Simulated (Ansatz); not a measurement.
# UMP2/STO-3G run of InHF (SMILES [F][InH])

What is the vertical ionisation energy of InHF at UMP2/STO-3G? 

The calculation is run with Ansatz 0.2.0.

65 further runs of the same task are left out: 9 that didn't finish, 56 set aside as unsound or not needed.

## (1) The system as given

InHF: 3 atoms, total charge 0, spin state doublet. SMILES: `[F][InH]`. Geometry: relaxed at PBE0-D4/def2-TZVP.

Bond lengths: F1–In2 1.970 Å, In2–H3 1.779 Å. Angles: F1–In2–H3 113.8°.

## (2) A single-point energy at UMP2/STO-3G

run.yaml

```yaml
basis:
  gaussian:
    orbitals: STO-3G
crystal:
  periodic: [false, false, false]
  atoms:
    - symbol: F
      position_ang: [1.088400, 0.989500, 0.694300]
    - symbol: In
      position_ang: [-0.522500, 0.355100, -0.244800]
    - symbol: H
      position_ang: [-0.576900, -1.409400, -0.462800]
magnetization:
  spin_polarized: true
  initial_magnetization: 1
correlation:
  method: mp2
  frozen_orbitals: {F: 1, H: 0, In: 18}
accuracy: high
```

On the command line:

```console
$ ansatz run run.yaml --threads 1 --pin off --max-ram 2610MiB --events-out events.jsonl --progress --plain --runs-dir runs
```

Output:

```text
Warning: RAYON_NUM_THREADS=1 ignored (pool sized by the plan → 1); use --threads N
Functional definition: HF
  name "HF"
  exchange = exact_x
  correlation = 0
590 factors; integrals over basis functions are off by at most 4.0e-9 eV
mean field evaluation 1: about -157318.2627 eV, gradient 1.3e1 eV
mean field evaluation 2: about -157318.3169 eV, gradient 1.3e1 eV
mean field evaluation 4: about -157320.7872 eV, gradient 1.8e0 eV
mean field evaluation 8: about -157320.8889 eV, gradient 3.4e-2 eV
mean field evaluation 16: about -157320.8819 eV, gradient 2.4e-8 eV
mean field -157320.88186824 eV, -5781.4357727342 hartree, gradient 2.4e-8 eV, S^2 0.758704; 0 other end points of the search recorded, 0 dependent functions left out
19 core orbitals not correlated: weight in the atoms' cores, before any rotation towards them, 1.000 or more for the frozen orbitals, at most 0.000 for the correlated occupied ones
reference -157320.88186824 eV, -5781.4357727342 hartree; 11, 10 occupied and 3, 4 virtual orbitals, 590 factors
second order -1.15164047 eV of doubles, -0.00000000 eV of singles
Total energy: -157322.03350871 eV, -5781.4780947407 hartree
```

Run time: 0.58 s. Hardware: 1 thread of Arm Neoverse V2, shared host; peak memory 0.1 GiB.

## (3) The singlet cation at the same level

job.yaml

```yaml
crystal:
  periodic: [false, false, false]
  atoms:
    - {symbol: F, position_ang: [1.088400, 0.989500, 0.694300]}
    - {symbol: In, position_ang: [-0.522500, 0.355100, -0.244800]}
    - {symbol: H, position_ang: [-0.576900, -1.409400, -0.462800]}
basis:
  gaussian:
    orbitals: STO-3G
total_charge: 1
correlation:
  method: mp2
  frozen_orbitals: {F: 1, H: 0, In: 18}
accuracy: high
```

On the command line:

```console
$ ansatz run job.yaml --threads 1 --pin off --max-ram 2610MiB --events-out events.jsonl --progress --plain --runs-dir runs
```

Output:

```text
Warning: RAYON_NUM_THREADS=1 ignored (pool sized by the plan → 1); use --threads N
[... 4 set-up lines as earlier in the session ...]
590 factors; integrals over basis functions are off by at most 4.0e-9 eV
mean field evaluation 1: about -157310.0939 eV, gradient 2.6e1 eV
mean field evaluation 2: about -157310.1290 eV, gradient 2.6e1 eV
mean field evaluation 4: about -157315.9790 eV, gradient 3.9e0 eV
mean field evaluation 8: about -157316.1889 eV, gradient 2.0e-1 eV
mean field evaluation 16: about -157316.1894 eV, gradient 1.2e-8 eV
mean field -157316.18937595 eV, -5781.2633268233 hartree, gradient 1.2e-8 eV, S^2 0.000000; 0 other end points of the search recorded, 0 dependent functions left out; unrestricted orbitals would lower it
19 core orbitals not correlated: weight in the atoms' cores, before any rotation towards them, 1.000 or more for the frozen orbitals, at most 0.000 for the correlated occupied ones
reference -157316.18937595 eV, -5781.2633268233 hartree; 10, 10 occupied and 4, 4 virtual orbitals, 590 factors
second order -1.68037666 eV of doubles, -0.00000000 eV of singles
Total energy: -157317.86975261 eV, -5781.3250795266 hartree
```

Wall time 0.5 s (1 thread of Arm Neoverse V2, shared host); peak memory 0.09 GiB.

## (4) Summary of results

At UMP2/STO-3G, 19 core orbitals frozen:

```
                                                    quantity           value
                                  doublet InHF: total energy  -5781.47809 Eh
  doublet InHF: correlation energy (19 core orbitals frozen)       -42.3 mEh
             doublet InHF: ⟨S²⟩ of the reference determinant           0.759
                                singlet cation: total energy  -5781.32508 Eh
singlet cation: correlation energy (19 core orbitals frozen)       -61.8 mEh
          vertical ionisation energy (to the singlet cation)        4.164 eV
```

**Reading.** Removing an electron at fixed nuclei costs 4.16 eV (96 kcal/mol). Only the singlet of the ionised species was computed; a triplet could lie lower. In a minimal basis such a difference can be off by several eV, whatever the method. Relativity is left out (doublet InHF) although the molecule holds a heavy atom. The restricted solution (singlet cation) is unstable to spin breaking: an unrestricted one lies lower. Relativity is left out (singlet cation) although the molecule holds a heavy atom.
